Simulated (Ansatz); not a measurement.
# H2Se: the cost of one run

Method: DFT PBE+D3(BJ), scalar-relativistic, plane waves, PAW, in Ansatz 0.2.0.

## Step 1: The system as given

Bond lengths: Se1–H2 1.545 Å, Se1–H3 1.538 Å. Angles: H2–Se1–H3 91.7°.

Structure file:

```xyz
3

Se    6.9801    7.7993    7.5046
H     5.8943    6.7007    7.4869
H     8.1057    6.7507    7.5131
```

## Step 2: Relaxation

The input, input.yaml:

```yaml
crystal:
  lattice:
    - [14.0, 0.0, 0.0]
    - [0.0, 14.5, 0.0]
    - [0.0, 0.0, 15.0]
  atoms:
    - { symbol: Se, position: [0.4985784434, 0.5378823866, 0.5003087187] }
    - { symbol: H, position: [0.4210224306, 0.4621176134, 0.4991264741] }
    - { symbol: H, position: [0.5789775694, 0.4655656613, 0.5008735259] }
  symmetry: { detect: false }
basis:
  ecutwfc: 420
kpoints:
  mp_grid: { grid: [1, 1, 1] }
hamiltonian:
  xc: pbe
  dispersion: d3bj
scf:
  occupations: { method: gaussian, width: 0.005 }
output:
  forces: true
  eigenvalues: true
relax:
  adjacent_minimum: "off"
  f_tol: 0.01
  max_steps: 120
```

On the command line:

```bash
> ansatz run input.yaml --threads 4 --pin off --max-ram 11264MiB --backend cpu --events-out ev --progress --plain --runs-dir out
```

What time and memory should one allow on 4 threads of Intel Xeon 6975P-C (Granite Rapids), shared host?

About 12 s, with a peak of 1.4 GiB.
